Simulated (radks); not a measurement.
# Fe in [Ar] 3d6 4s2: an all-electron calculation

An exercise on one series of results from a longer session: the logs are not shown, and one member is left open.

The numbers are computed with radks (a radial shooting solver on a logarithmic mesh, Libxc functionals) version 1 (Dirac Kohn-Sham, revPBE, spin-unpolarised, spherical densities, finite nucleus; open shells fill j = l - 1/2 first), except any that are marked as measured or tabulated.

## Starting point

| Quantity | Value |
| --- | --- |
| element | iron (Z = 26) |
| charge | 0 |
| electrons | 26 |
| configuration | [Ar] 3d6 4s2 |
| nuclear rms radius | 3.7377 fm |

The first run:

Settings of this run:

```text
Z 26
configuration [Ar] 3d6 4s2
relativity Dirac
functional pbe_r,pbe
spin unpolarised
j_filling energy
nucleus finite rms 3.7377 fm
c 137.035999084
```

Command:

```bash
> python run_ks.py task.json out
```

All runs below come from this command, one after another.

One table of the session follows, with a row left open; its other results are not shown here.

It belongs to the step «Orbitals and density». Radial moments (bohr):

```
level      <r>  outermost maximum (interpolated)  90 % within  nodes
1s1/2  0.05845                            0.0383        0.104      0
2s1/2   0.2667                             0.222        0.414      1
2p1/2   0.2334                             0.178        0.383      0
2p3/2   0.2364                             0.181        0.387      0
3s1/2   0.8104                             0.701         1.21      2
3p1/2   0.8514                             0.709         1.31      1
3p3/2   0.8608                             0.716         1.33      1
3d3/2        ?                                 ?            ?      ?
3d5/2    1.144                             0.714         2.03      0
4s1/2    2.997                              2.42         4.59      3
```

Estimate the missing values for 3d3/2.

As computed: <r>: 1.137; outermost maximum (interpolated): 0.711; 90 % within: 2.01; nodes: 0. In the column «<r>» it lies between 3p3/2 (0.8608) and 3d5/2 (1.144).

Caveats from the session: Spin polarisation and multiplet splitting are left out.
